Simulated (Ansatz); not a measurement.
Born–Oppenheimer molecular dynamics of a periodic cell of 23 atoms, Na7Fe4O12 (host Na2FeO3, host structure C2/m, one Na atom removed), cell charge -1. It starts from an unrelaxed structure (largest force component 1.82 eV/Å).

Computed with DFT LDA, scalar-relativistic, plane waves, PAW (Ansatz 0.2.0). Settings: cutoff 420 eV, k mesh 2x2x2, fermi-dirac smearing 0.05 eV, spin collinear.

```json
{
  "ensemble": "NVT, Langevin thermostat",
  "time step": "1 fs",
  "steps asked": "210",
  "set temperature": "700 K",
  "friction": "0.01 /fs",
  "seed": "244231"
}
```

Frames 10 fs apart, positions in Å, forces in eV/Å.

Velocities at 110 fs (Å/ps):

```
Na 3.35 0.85 0.62
Na -1.75 2.27 0.14
Na 4.72 3.21 -0.92
Fe 0.55 3.07 -0.74
Fe 1.07 -1.12 -3.44
O -7.93 -2.62 -5.07
O 0.64 -0.99 0.46
O 0.62 -1.00 0.65
O 8.99 -2.09 1.86
O 15.85 11.61 15.67
O -3.73 -4.16 5.68
Na 6.59 -0.30 5.69
Na 3.09 3.08 1.00
Na -5.03 -2.51 -1.94
Na -1.10 -3.94 4.36
Fe 0.91 -5.90 1.43
Fe 2.36 0.58 2.38
O 0.32 5.16 5.32
O -4.79 -2.08 -14.60
O -1.03 -3.13 -5.36
O 3.75 6.30 -4.79
O 4.79 4.50 -13.37
O 7.72 3.75 1.72
```

```xyz
23
Lattice="0.8406 4.6435 5.4199 0.8406 -4.6435 5.4199 5.3488 0.0000 0.0000" Properties=species:S:1:pos:R:3:forces:R:3 time_fs=110 energy_less_start_eV=0.470 T=605
Na 4.428 0.147 2.546 -0.16 0.03 0.33
Na 3.754 1.548 5.259 0.14 -0.01 0.57
Na 3.754 -2.028 5.411 -0.49 0.87 -1.55
Fe 1.706 1.559 2.707 0.39 0.76 0.07
Fe 1.760 -1.516 2.706 0.26 -0.02 -0.68
O 1.139 -0.002 1.714 -0.16 -0.07 -0.25
O 2.350 0.093 3.631 0.21 -0.60 0.79
O 5.511 -1.877 3.685 -0.27 0.64 0.88
O 5.408 1.863 3.786 0.64 -0.07 -1.44
O 4.352 -2.517 7.155 0.29 -2.04 1.10
O 4.262 2.986 7.247 0.31 -0.91 -0.16
Na 1.219 -0.124 5.606 -0.51 0.13 -0.33
Na 2.812 -0.111 7.851 -0.59 0.29 0.82
Na 1.175 -3.493 5.342 -0.10 0.40 -0.36
Na 1.040 3.026 5.324 -0.03 0.45 0.12
Fe 5.272 1.651 8.200 -0.05 -0.42 -1.69
Fe 5.310 -1.402 8.091 -0.22 0.31 0.74
O 4.740 0.067 6.936 0.35 0.30 0.72
O 5.868 0.023 9.141 0.30 0.32 -0.48
O 2.689 2.708 3.824 -0.90 0.40 -0.61
O 2.725 -2.816 3.696 0.33 -0.21 -0.47
O 1.598 1.839 7.040 0.05 -0.25 0.88
O 1.760 -1.896 6.866 0.21 -0.31 1.01
23
Lattice="0.8406 4.6435 5.4199 0.8406 -4.6435 5.4199 5.3488 0.0000 0.0000" Properties=species:S:1:pos:R:3:forces:R:3 time_fs=120 energy_less_start_eV=0.843 T=502
Na 4.456 0.157 2.529 -0.42 -0.28 0.56
Na 3.746 1.561 5.266 0.13 -0.02 0.40
Na 3.780 -1.966 5.380 -0.11 0.49 -0.24
Fe 1.708 1.591 2.695 0.66 -0.46 0.55
Fe 1.768 -1.522 2.662 -0.06 0.20 -0.29
O 1.062 -0.028 1.661 0.70 0.12 0.10
O 2.378 0.072 3.656 -0.18 -0.35 -0.04
O 5.522 -1.892 3.701 -0.26 0.20 0.52
O 5.504 1.857 3.740 0.06 0.05 -0.74
O 4.484 -2.502 7.279 -1.41 -3.42 -3.06
O 4.245 2.918 7.282 0.88 0.05 -1.39
Na 1.270 -0.111 5.650 -0.57 0.10 -0.40
Na 2.837 -0.070 7.877 -0.67 0.27 0.77
Na 1.112 -3.510 5.321 0.10 0.61 -0.29
Na 1.010 3.006 5.370 -0.03 0.69 -0.36
Fe 5.277 1.595 8.194 -0.32 0.96 -2.12
Fe 5.337 -1.389 8.116 0.29 0.26 0.80
O 4.743 0.107 6.979 0.15 0.16 -0.14
O 5.831 0.010 9.003 1.65 1.48 2.03
O 2.690 2.684 3.757 -0.85 1.01 0.65
O 2.754 -2.756 3.632 -0.09 -1.23 0.87
O 1.632 1.872 6.951 0.32 -0.83 1.64
O 1.856 -1.890 6.913 0.04 -0.06 0.16
23
Lattice="0.8406 4.6435 5.4199 0.8406 -4.6435 5.4199 5.3488 0.0000 0.0000" Properties=species:S:1:pos:R:3:forces:R:3 time_fs=130 energy_less_start_eV=0.627 T=644
Na 4.457 0.155 2.508 -0.16 -0.99 0.79
Na 3.720 1.569 5.274 0.09 -0.05 0.20
Na 3.818 -1.879 5.332 -0.04 0.27 0.14
Fe 1.733 1.611 2.675 1.88 -1.74 0.78
Fe 1.788 -1.533 2.610 -0.27 0.26 0.57
O 1.054 -0.088 1.618 0.87 0.27 0.18
O 2.414 0.043 3.688 -0.38 -0.34 -0.51
O 5.527 -1.870 3.744 -0.17 -0.21 -0.37
O 5.598 1.864 3.655 -0.91 0.23 0.30
O 4.538 -2.689 7.286 -0.52 -0.03 -2.00
O 4.263 2.832 7.216 0.80 0.50 -1.43
Na 1.289 -0.062 5.697 -0.48 -0.15 -0.53
Na 2.835 -0.014 7.933 -0.56 0.14 0.68
Na 1.063 -3.540 5.291 0.15 0.79 -0.12
Na 0.971 3.026 5.386 0.01 0.48 -0.29
Fe 5.282 1.545 8.148 -0.15 2.34 -1.29
Fe 5.355 -1.380 8.143 -1.10 -1.96 -0.81
O 4.748 0.124 7.003 0.03 -0.40 -0.42
O 5.868 0.047 8.989 1.62 0.47 2.06
O 2.675 2.677 3.713 -0.14 1.50 1.11
O 2.775 -2.755 3.600 -0.11 -1.28 1.00
O 1.661 1.862 6.955 0.19 -0.88 1.27
O 1.968 -1.874 6.986 -0.65 0.77 -1.30
23
Lattice="0.8406 4.6435 5.4199 0.8406 -4.6435 5.4199 5.3488 0.0000 0.0000" Properties=species:S:1:pos:R:3:forces:R:3 time_fs=140 energy_less_start_eV=0.436 T=754
Na 4.454 0.119 2.561 0.31 -1.39 0.82
Na 3.690 1.554 5.276 0.02 -0.04 -0.05
Na 3.880 -1.759 5.266 -0.31 -0.01 0.44
Fe 1.784 1.588 2.672 1.84 -0.70 0.23
Fe 1.813 -1.552 2.566 -0.21 0.21 1.36
O 1.072 -0.143 1.610 0.81 0.34 0.26
O 2.425 0.002 3.696 -0.25 -0.16 -0.56
O 5.529 -1.870 3.795 0.06 -0.03 -1.27
O 5.644 1.868 3.640 -1.44 0.24 0.22
O 4.517 -2.873 7.199 -0.49 2.19 -0.40
O 4.323 2.761 7.052 0.11 0.43 0.19
Na 1.275 -0.035 5.756 -0.18 -0.29 -0.69
Na 2.844 0.033 8.037 -0.47 -0.12 0.46
Na 1.003 -3.545 5.268 0.27 0.89 0.20
Na 0.941 3.072 5.411 0.05 0.14 -0.08
Fe 5.274 1.526 8.084 0.81 2.30 0.39
Fe 5.362 -1.384 8.161 -0.45 -1.69 -0.42
O 4.775 0.126 7.013 -0.12 -0.98 -0.25
O 5.987 0.125 9.060 0.00 -1.27 0.05
O 2.636 2.730 3.734 0.75 0.74 0.44
O 2.811 -2.801 3.634 0.16 -0.24 -0.36
O 1.718 1.836 7.033 -0.33 -0.72 0.21
O 2.070 -1.802 7.024 -0.93 0.13 -1.17
23
Lattice="0.8406 4.6435 5.4199 0.8406 -4.6435 5.4199 5.3488 0.0000 0.0000" Properties=species:S:1:pos:R:3:forces:R:3 time_fs=150 energy_less_start_eV=0.850 T=687
Na 4.440 0.022 2.618 0.32 -0.48 0.29
Na 3.669 1.551 5.281 -0.01 -0.11 -0.26
Na 3.963 -1.632 5.208 -0.74 -0.29 0.69
Fe 1.855 1.550 2.684 0.46 1.42 -0.50
Fe 1.846 -1.565 2.551 -0.60 0.00 1.84
O 1.075 -0.195 1.636 0.82 0.59 0.05
O 2.421 -0.036 3.676 0.12 0.24 -0.33
O 5.532 -1.847 3.789 0.29 0.04 -1.60
O 5.628 1.862 3.631 -1.02 0.08 -0.14
O 4.476 -2.912 7.103 -0.29 1.53 0.91
O 4.353 2.716 6.943 -0.03 0.60 0.99
Na 1.294 -0.002 5.791 -0.04 -0.40 -0.66
Na 2.849 0.065 8.174 -0.38 -0.54 0.01
Na 0.969 -3.550 5.253 0.47 1.16 0.61
Na 0.921 3.117 5.452 0.03 -0.12 -0.21
Fe 5.286 1.543 8.009 1.58 1.16 2.11
Fe 5.359 -1.425 8.175 0.64 -0.80 0.02
O 4.811 0.103 7.034 -0.31 -1.02 -0.18
O 6.114 0.116 9.127 -1.50 -1.48 -1.34
O 2.622 2.803 3.791 0.98 -0.54 -0.36
O 2.851 -2.849 3.658 0.57 0.72 -0.96
O 1.755 1.786 7.137 -0.72 -0.48 -0.86
O 2.105 -1.707 7.018 -0.64 -1.27 -0.12
23
Lattice="0.8406 4.6435 5.4199 0.8406 -4.6435 5.4199 5.3488 0.0000 0.0000" Properties=species:S:1:pos:R:3:forces:R:3 time_fs=160 energy_less_start_eV=0.949 T=607
Na 4.448 -0.077 2.669 0.27 0.26 -0.21
Na 3.673 1.535 5.276 0.02 -0.02 -0.21
Na 4.037 -1.548 5.191 -0.83 -0.43 0.70
Fe 1.914 1.542 2.689 -0.50 1.84 -1.02
Fe 1.881 -1.582 2.566 -0.91 -0.41 1.64
O 1.112 -0.227 1.690 0.47 0.84 -0.65
O 2.415 -0.094 3.645 0.65 0.79 0.29
O 5.563 -1.838 3.708 0.10 -0.01 -0.83
O 5.568 1.829 3.599 -0.33 -0.08 0.10
O 4.440 -2.871 7.040 0.06 0.62 1.54
O 4.377 2.715 6.916 -0.02 0.52 0.93
Na 1.335 0.049 5.778 -0.10 -0.56 -0.42
Na 2.837 0.087 8.313 -0.17 -0.88 -0.56
Na 0.948 -3.511 5.268 0.35 1.04 0.59
Na 0.908 3.144 5.459 0.06 -0.22 -0.24
Fe 5.318 1.577 7.983 1.62 -0.41 2.11
Fe 5.363 -1.492 8.187 0.74 0.08 -0.22
O 4.848 0.027 7.059 -0.35 -0.20 -0.06
O 6.146 0.016 9.146 -1.55 -0.99 -0.95
O 2.639 2.853 3.805 0.84 -1.37 -0.37
O 2.928 -2.868 3.644 0.53 1.18 -0.70
O 1.761 1.712 7.220 -0.47 0.00 -1.63
O 2.100 -1.685 7.017 -0.47 -1.59 0.17
23
Lattice="0.8406 4.6435 5.4199 0.8406 -4.6435 5.4199 5.3488 0.0000 0.0000" Properties=species:S:1:pos:R:3:forces:R:3 time_fs=170 energy_less_start_eV=0.617 T=713
Na 4.482 -0.172 2.686 0.01 0.96 -0.44
Na 3.679 1.503 5.271 0.12 0.09 -0.01
Na 4.098 -1.502 5.225 -0.75 -0.38 0.38
Fe 1.945 1.582 2.679 -0.74 0.57 -1.06
Fe 1.904 -1.605 2.606 -0.51 -0.01 0.60
O 1.185 -0.216 1.718 0.21 0.77 -0.98
O 2.455 -0.099 3.678 0.55 0.63 0.34
O 5.586 -1.811 3.544 0.08 -0.23 1.16
O 5.485 1.771 3.601 0.53 -0.14 0.39
O 4.433 -2.794 7.048 0.26 -0.13 1.17
O 4.398 2.731 6.946 0.19 0.27 0.39
Na 1.375 0.056 5.772 -0.24 -0.63 -0.27
Na 2.811 0.095 8.424 0.12 -0.91 -0.74
Na 0.964 -3.420 5.321 0.15 0.57 0.42
Na 0.891 3.146 5.449 0.10 -0.26 -0.15
Fe 5.388 1.597 7.985 0.56 -1.32 0.90
Fe 5.364 -1.544 8.207 0.12 0.43 -0.69
O 4.824 -0.050 7.091 0.00 0.41 -0.30
O 6.092 -0.138 9.139 -0.45 0.17 0.15
O 2.708 2.829 3.760 0.27 -0.97 0.30
O 3.045 -2.861 3.590 -0.35 0.99 0.32
O 1.765 1.627 7.238 0.23 0.41 -1.76
O 2.077 -1.732 7.051 -0.48 -1.26 -0.12
23
Lattice="0.8406 4.6435 5.4199 0.8406 -4.6435 5.4199 5.3488 0.0000 0.0000" Properties=species:S:1:pos:R:3:forces:R:3 time_fs=180 energy_less_start_eV=0.926 T=650
Na 4.508 -0.214 2.679 -0.17 1.56 -0.44
Na 3.687 1.468 5.283 0.19 0.18 0.22
Na 4.139 -1.457 5.270 -0.71 -0.32 0.07
Fe 1.957 1.625 2.663 -0.05 -2.01 -0.02
Fe 1.923 -1.613 2.629 0.53 0.71 -0.41
O 1.251 -0.170 1.690 0.22 0.43 -0.48
O 2.536 -0.039 3.761 -0.12 -0.10 -0.28
O 5.620 -1.773 3.426 0.35 -0.62 2.39
O 5.409 1.734 3.663 1.07 -0.05 0.25
O 4.468 -2.733 7.117 -0.06 -0.77 -0.19
O 4.387 2.782 7.024 0.54 -0.07 -0.63
Na 1.413 -0.006 5.778 -0.35 -0.57 -0.33
Na 2.788 0.050 8.512 0.41 -0.41 -0.76
Na 0.971 -3.319 5.381 0.12 0.18 0.43
Na 0.888 3.137 5.451 0.05 -0.31 0.00
Fe 5.468 1.594 7.975 -0.90 -1.35 0.11
Fe 5.371 -1.579 8.213 -0.16 0.25 -0.44
O 4.805 -0.069 7.138 0.24 0.41 -0.66
O 6.025 -0.247 9.174 0.65 1.10 0.66
O 2.809 2.745 3.717 -0.03 0.33 0.75
O 3.160 -2.833 3.548 -1.41 0.29 1.34
O 1.775 1.563 7.154 0.79 0.79 -0.80
O 2.037 -1.848 7.082 -1.18 0.34 -0.79
23
Lattice="0.8406 4.6435 5.4199 0.8406 -4.6435 5.4199 5.3488 0.0000 0.0000" Properties=species:S:1:pos:R:3:forces:R:3 time_fs=190 energy_less_start_eV=0.959 T=483
Na 4.513 -0.214 2.687 0.19 1.51 -0.31
Na 3.728 1.425 5.325 0.10 0.33 0.30
Na 4.159 -1.430 5.306 -0.67 -0.34 -0.10
Fe 1.969 1.632 2.641 0.56 -3.15 0.81
Fe 1.965 -1.596 2.648 0.73 0.72 -0.85
O 1.330 -0.109 1.628 0.15 0.03 0.48
O 2.613 0.028 3.837 -0.62 -0.68 -0.92
O 5.672 -1.781 3.459 0.36 -0.78 1.61
O 5.416 1.714 3.730 1.02 0.20 -0.28
O 4.498 -2.739 7.140 -0.24 -0.69 -0.70
O 4.413 2.819 7.055 0.59 -0.44 -0.71
Na 1.444 -0.082 5.791 -0.39 -0.47 -0.51
Na 2.779 0.015 8.570 0.50 -0.16 -0.69
Na 0.981 -3.210 5.437 0.06 -0.25 0.22
Na 0.883 3.104 5.463 0.08 -0.19 0.08
Fe 5.506 1.572 7.967 -0.95 -0.84 0.39
Fe 5.400 -1.601 8.212 0.13 -0.10 0.29
O 4.871 -0.054 7.137 -0.01 0.21 -0.42
O 6.001 -0.266 9.263 0.67 0.96 -0.08
O 2.910 2.660 3.700 -0.07 1.34 0.48
O 3.171 -2.793 3.567 -1.05 -0.05 0.95
O 1.827 1.525 7.038 0.24 1.43 0.65
O 1.954 -1.926 7.081 -1.38 1.41 -0.68
```

Of the whole run (210 fs, mean temperature of the second half 650 K): A run of 0.21 ps of so small a system gives no equilibrium averages. No Hubbard correction was used and the magnetic state wasn't searched. Limits of this set-up: coarse k mesh, a small cell, in which the defect meets its images, charged cell in a uniform background, uncorrected.

Run time: 26 min on 4 threads of Intel(R) Xeon(R) Platinum 8488C (Sapphire Rapids), on a shared host, peak memory 1.2 GiB.
